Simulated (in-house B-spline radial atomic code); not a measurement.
**Re¹⁵⁺: excited configurations**

Wanted: excitation energies of Re¹⁵⁺ as differences of total energies (ΔSCF).

The numbers are computed with in-house B-spline radial atomic code version 1 (non-relativistic Hartree-Fock, average of configuration, point nucleus, basis-set limit), except any that are marked as measured or tabulated.

## 1. The atom as given

| Quantity | Value |
| --- | --- |
| element | rhenium (Z = 75) |
| charge | +15 |
| electrons | 60 |
| configuration | [Kr] 4d10 4f12 5s2 |
| Hamiltonian | non-relativistic |
| nucleus | point |

The outer shells:

[Kr] 4d10 4f12 5s2
```
[Kr] core
4d [↑↓][↑↓][↑↓][↑↓][↑↓]
4f [↑↓][↑↓][↑↓][↑↓][↑↓][↑ ][↑ ]
5s [↑↓]
```

The boxes draw the filling by Hund's rule, which heavy ions in jj coupling don't follow; these runs average over all states of the configuration.

Input settings:

```ini
Z = 75
electrons = 60.0
configuration = [Kr] 4d10 4f12 5s2
hamiltonian = nr
method = hf
spin_polarised = False
```

The reference is known from an earlier run: -15708.230560 hartree in all. Up to eight levels, counted from the top:

| orbital | occupation | energy (eV) | <r> (bohr) |
| --- | --- | --- | --- |
| 3s | 2 | -2915.12 | 0.2156 |
| 3p | 6 | -2696.80 | 0.2061 |
| 3d | 10 | -2296.10 | 0.1808 |
| 4s | 2 | -870.30 | 0.4747 |
| 4p | 6 | -775.71 | 0.4812 |
| 4d | 10 | -605.04 | 0.4911 |
| 4f | 12 | -380.92 | 0.5116 |
| 5s | 2 | -340.69 | 0.9941 |

## 2. Run with [Kr] 4d10 4f10 5s2 5f1 6d1

Input settings:

```ini
Z = 75
electrons = 60.0
configuration = [Kr] 4d10 4f10 5s2 5f1 6d1
hamiltonian = nr
method = hf
spin_polarised = False
```

Q: How far above the reference does each configuration lie (order and size, in eV)?

The runs gave:

| net move | configuration | energy above the reference (eV) | largest <r> (bohr) |
| --- | --- | --- | --- |
| 2×4f → 5f, 6d | [Kr] 4d10 4f10 5s2 5f1 6d1 | 420.29 | 1.93 |

**Reading.** The promotion costs 420.29 eV. 1 of them lies more than 2 % above the ionisation threshold that Koopmans' theorem gives (340.69 eV), where such states can decay by emitting an electron. Two partly filled shells share a symmetry and can mix in the average, which may lower the energy, for: 2×4f → 5f, 6d. These are averages over configurations, without correlation, not spectroscopic levels.
